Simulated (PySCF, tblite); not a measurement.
# C₃H₆ClFO₂S: geometry, infrared bands and NMR shifts

What infrared bands and NMR shifts should C₃H₆ClFO₂S (`C[C@H](F)CS(=O)(=O)Cl`) show?

Programs: tblite 0.8.0 and PySCF 2.14.0, with density-fitted response routines of our own. Each step states its level of theory. These are calculated values for one molecule in the gas phase, unless marked as measured. Atoms count from 0, in the outputs and in this text.

### Step 1. Starting geometry

14 atoms, charge 0, multiplicity 1; geometry from: force field or distance geometry start.

Bonds of the start (Å): C0–C1 1.50, C1–F2 1.37, C1–C3 1.52, C3–S4 1.76, S4–O5 1.44, S4–O6 1.46, S4–Cl7 2.06, C0–H8 1.10, C0–H9 1.08, C0–H10 1.10, C1–H11 1.11, C3–H12 1.11, C3–H13 1.08.

### Step 2. Relaxing the molecule with GFN2-xTB

The job: settings as JSON, then the geometry in Å.

```
{"job": {"kind": "relax", "xc": "GFN2-xTB", "basis": "xTB"}, "charge": 0, "multiplicity": 1}
C     -1.652700     0.081300    -0.553300
C     -0.799300     0.071900     0.684600
F     -1.357700     0.923200     1.595900
C      0.623800     0.549900     0.465600
S      1.586400    -0.661400    -0.383300
O      1.593600    -1.889900     0.371400
O      1.228900    -0.629200    -1.796700
Cl     3.529100     0.012100    -0.333800
H     -2.698300    -0.122300    -0.283000
H     -1.350000    -0.667100    -1.277200
H     -1.645200     1.068500    -1.029500
H     -0.823200    -0.930300     1.152500
H      1.103300     0.711400     1.452000
H      0.660700     1.481600    -0.087500
```

Started as:

```
$ OMP_NUM_THREADS=1 python probes_run.py task.json out
```

One launch serves the whole session: the jobs run in the order shown.

**Question.** This job is followed by: GFN2-xTB harmonic vibrations, gas phase; GIAO PBE0/pcSseg-1 NMR shielding, non-relativistic, gas phase. Predict these results of the whole session: strongest single infrared mode (GFN2-xTB); zero-point energy (GFN2-xTB); 13C shifts against TMS (PBE0/pcSseg-1); 1H shifts against TMS (PBE0/pcSseg-1, means over atoms taken as alike); 19F shifts against CFCl3 (PBE0/pcSseg-1); 33S shifts against CS2 (PBE0/pcSseg-1); 17O shifts against H2O (PBE0/pcSseg-1); 35Cl shifts against HCl (PBE0/pcSseg-1).

As calculated:

| quantity | value |
| --- | --- |
| strongest single infrared mode (GFN2-xTB) | 535 cm⁻¹, 327 km/mol |
| zero-point energy (GFN2-xTB) | 59.4 kcal/mol |
| 13C shifts against TMS (PBE0/pcSseg-1) | 86.9, 77.4, 23.5 ppm |
| 1H shifts against TMS (PBE0/pcSseg-1, means over atoms taken as alike) | 5.37, 3.93, 3.60, 1.62 ppm |
| 19F shifts against CFCl3 (PBE0/pcSseg-1) | -207.2 ppm |
| 33S shifts against CS2 (PBE0/pcSseg-1) | 333 ppm |
| 17O shifts against H2O (PBE0/pcSseg-1) | 313.7, 302.1 ppm |
| 35Cl shifts against HCl (PBE0/pcSseg-1) | 616 ppm |

**Reading.** Over 80 steps the energy fell by 0.168 eV; of the close pairs, C3–S4 changed most, 1.765 to 1.802 Å. All 36 modes are real, so the xTB geometry is a minimum. The strongest single mode, at 535 cm⁻¹, moves mainly S4. GFN2-xTB is a fitted tight-binding method: band positions and strengths are rough. Its intensities can rank the bands wrongly. H11 (hydrogen on an sp3 CH bonded to F) lies farthest downfield among hydrogen, at 5.37 ppm; its carbon carries F, an electronegative neighbour. At PBE0/pcSseg-1: Shielding is most anisotropic at Cl7 (span 1036 ppm, paramagnetic term -811 ppm).
